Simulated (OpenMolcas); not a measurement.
# Tc⁴⁺ among point charges: CASSCF and CASPT2 levels and susceptibility

How does a field of 6 point charges split the states of Tc⁴⁺, and what χT follows?

The numbers are computed with OpenMolcas 26.06 (state-averaged CASSCF and CASPT2, spin-orbit coupling by RASSI with atomic mean-field integrals), except any that are marked as measured or tabulated.

### 1 What is computed

- Species: Tc⁴⁺ (technetium, Z = 43, 39 electrons)
- Basis: ANO-RCC-VTZP [7s6p4d2f1g], 68 functions
- Scalar Hamiltonian: DKH2, point nucleus
- Inactive shells: 1s 2s 2p 3s 3p 3d 4s 4p
- Active space: 3 electrons in 5 orbitals (4d)
- Some configurations of this space: 4d3
- Orbitals: optimised for each spin and parity, averaged over all roots

The outer shells:

4d3
```
4d [↑ ][↑ ][↑ ][  ][  ]
```

The ion sits among 6 point charges of -1.7 e arranged as an octahedron (Oh), 2.34 Å from the ion.

The work runs as a chain of OpenMolcas steps in one folder; each step below is one input file. Labels, J, g values, rates, χT and fits are worked out afterwards by a script from the matrices that RASSI stores. The input lists half of the charges; inversion (Group=XYZ) makes the rest.

### 2 One- and two-electron integrals

Contents of a.inp:

```
&GATEWAY
Coord
1

Tc 0.0 0.0 0.0
Basis=ANO-RCC-VTZP
Group=XYZ
NoMove
AngMom=0.0 0.0 0.0
AMFI
XField
3 Angstrom 0
2.340000 0.000000 0.000000 -1.700000
0.000000 2.340000 0.000000 -1.700000
0.000000 0.000000 2.340000 -1.700000
&SEWARD
```

On the command line:

```sh
$ OMP_NUM_THREADS=1 MOLCAS_MEM=1689 MOLCAS_PROJECT=a pymolcas a.inp > a.log
```

### 3 Reference wave functions, quartets of even parity, 10 roots

Contents of a.inp:

```
&RASSCF
FileOrb=start.orb
Symmetry=1
Spin=4
nActEl=3 0 0
Inactive=9 9
Ras2=5 0
CIRoot=10 10 1
SDav=10
CIMx=300
Iter=120 100
PrWF=0.3
OrbListing=Nothing
MaxOrb=0
>>> COPY $Project.JobIph JOB001
```

start.orb holds the contracted functions of the basis, ordered by shell, or the orbitals of the step before.

### 4 CASSCF: doublets of even parity, 40 roots

Contents of a.inp:

```
&RASSCF
FileOrb=start.orb
Symmetry=1
Spin=2
nActEl=3 0 0
Inactive=9 9
Ras2=5 0
CIRoot=40 40 1
SDav=40
CIMx=300
Iter=120 100
PrWF=0.3
OrbListing=Nothing
MaxOrb=0
>>> COPY $Project.JobIph JOB002
```

### 5 RASSI: spin-orbit coupling between the states

Contents of a.inp:

```
&RASSI
NrOfJobIphs=2 10 40
1 2 3 4 5 6 7 8 9 10
1 2 3 4 5 6 7 8 9 10 11 12 13 14 15 16 17 18 19 20 21 22 23 24 25 26 27
28 29 30 31 32 33 34 35 36 37 38 39 40
IphNames
JOB001
JOB002
EJob
SpinOrbit
DIPRint=1.0
SOCoupling=1000.0
Subsets=2
Property=9
'ANGMOM' 1 'ANGMOM' 2 'ANGMOM' 3 'MLTPL  1' 1 'MLTPL  1' 2 'MLTPL  1' 3
'AMFI' 1 'AMFI' 2 'AMFI' 3
SOProperty=3
'ANGMOM' 1 'ANGMOM' 2 'ANGMOM' 3
```

### 6 CASPT2: IPEA 0.25, imaginary shift 0.1 (closed shells correlated: 4s 4p)

Contents of a.inp:

```
>>> COPY JOB001 $Project.JobIph
&CASPT2
Multistate=10 1 2 3 4 5 6 7 8 9 10
NoMult
Frozen=8 6
IPEA=0.25
Imaginary=0.1
MaxIter=60
WThr=0.0 0.3 0.05
PrWF=0.5
NoMix
>>> COPY JOB002 $Project.JobIph
&CASPT2
Multistate=40 1 2 3 4 5 6 7 8 9 10 11 12 13 14 15 16 17 18 19 20 21 22
23 24 25 26 27 28 29 30 31 32 33 34 35 36 37 38 39 40
NoMult
Frozen=8 6
IPEA=0.25
Imaginary=0.1
MaxIter=60
WThr=0.0 0.3 0.05
PrWF=0.5
NoMix
```

(Steps that only read results are left out.)

Before running it: what results should come out? Wanted: spin-free ground state; first state of the same spin within the active space; lowest level; next level.

As calculated:

```
                                            quantity                                                                        value
                                              method  SS-CASPT2, IPEA 0.25, imaginary shift 0.1 (closed shells correlated: 4s 4p)
                              spin-free ground state                                              4A2, 1-fold in its orbital part
first state of the same spin within the active space                                                             4T2 at 3050 cm⁻¹
                                        lowest level                                                                    4-fold Γ8
                                          next level                                                                  3102.2 cm⁻¹
                                         χT at 300 K                                                               0.73 cm³ K/mol
                           effective moment at 300 K                                                                      2.42 μB
```

Cost by method:

```csv
method,time of its own steps,time with the reference
A. CASSCF,12 s,12 s
"B. SS-CASPT2, IPEA 0.25, imaginary shift 0.1, +4s 4p",6.9 s,19 s
```

Times are of one thread on a shared host.

**Reading.** The spin-free ground state (4A2) comes to 100 % from free-ion F terms and keeps the highest spin of the shell. χT at 300 K is 0.73, against 1.88 cm³ K/mol for the spin alone, so spin-orbit coupling lowers it. CASPT2 does not keep the components of a term degenerate, and the means are used. The field of point charges can differ much from that of real complexes. This is an electrostatic model: the charges have no orbitals.
